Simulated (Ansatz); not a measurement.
# Ti2Br3: the cost of one run

Computed with Ansatz 0.2.0 (DFT PBE, scalar-relativistic, plane waves, PAW, unless a step's input says otherwise).

## (1) The system as given

Symmetry: P-3m1, No. 164, trigonal system. The conventional cell has a = 4.408 Å, b = 4.408 Å, c = 6.858 Å, α = 90.00°, β = 90.00°, γ = 120.00°. Ti (site symmetry 3m) is surrounded by 7 Br at 2.65 to 3.05 Å. Br (site symmetry -3m) has 6 Ti at 3.05 Å as nearest neighbours. Around Br (site symmetry 3m) lie 4 Ti at 2.65 to 2.74 Å.

Structure file:

```xyz
5
Lattice="4.4079 0.0000 0.0000 -2.2040 3.8174 0.0000 0.0000 0.0000 6.8580" Properties=species:S:1:pos:R:3 pbc="T T T"
Ti    0.0000    2.5449    1.6802
Ti    2.2040    1.2725    5.1778
Br    0.0000    0.0000    0.0000
Br    0.0000    2.5449    4.4234
Br    2.2040    1.2725    2.4346
```

(A quick probe on a coarse mesh, which set the mesh and smearing, is not shown.)

## (3) Rough relaxation on the coarse mesh

input.yaml reads:

```yaml
crystal:
  lattice:
    - [4.4079110686, 0.0, 0.0]
    - [-2.2039555343, 3.817362963, 0.0]
    - [0.0, 0.0, 6.8579936169]
  atoms:
    - { symbol: Ti, position: [0.3333333333, 0.6666666667, 0.245], spin: 1.98 }
    - { symbol: Ti, position: [0.6666666667, 0.3333333333, 0.755], spin: 1.98 }
    - { symbol: Br, position: [0.0, 0.0, 0.0] }
    - { symbol: Br, position: [0.3333333333, 0.6666666667, 0.645] }
    - { symbol: Br, position: [0.6666666667, 0.3333333333, 0.355] }
basis:
  ecutwfc: 420
kpoints:
  mp_grid: { grid: [6, 6, 4] }
hamiltonian:
  xc: pbe
scf:
  occupations: { method: gaussian, width: 0.1 }
  lower_state_search: "off"
output:
  forces: true
  stress: true
  eigenvalues: true
  populations: true
magnetization:
  spin_polarized: true
relax:
  adjacent_minimum: "off"
  f_tol: 0.04
  max_steps: 70
  cell: { stress_tol: 0.4 }
```

On the command line:

```sh
> ansatz run input.yaml --threads 1 --pin off --max-ram 2560MiB --backend cpu --events-out ev --progress --plain --runs-dir out
```

**Question.** How long does this run take on 1 thread of Arm Neoverse V1, shared host, and how much memory does it need?

About 7.2 min, with a peak of 0.46 GiB.
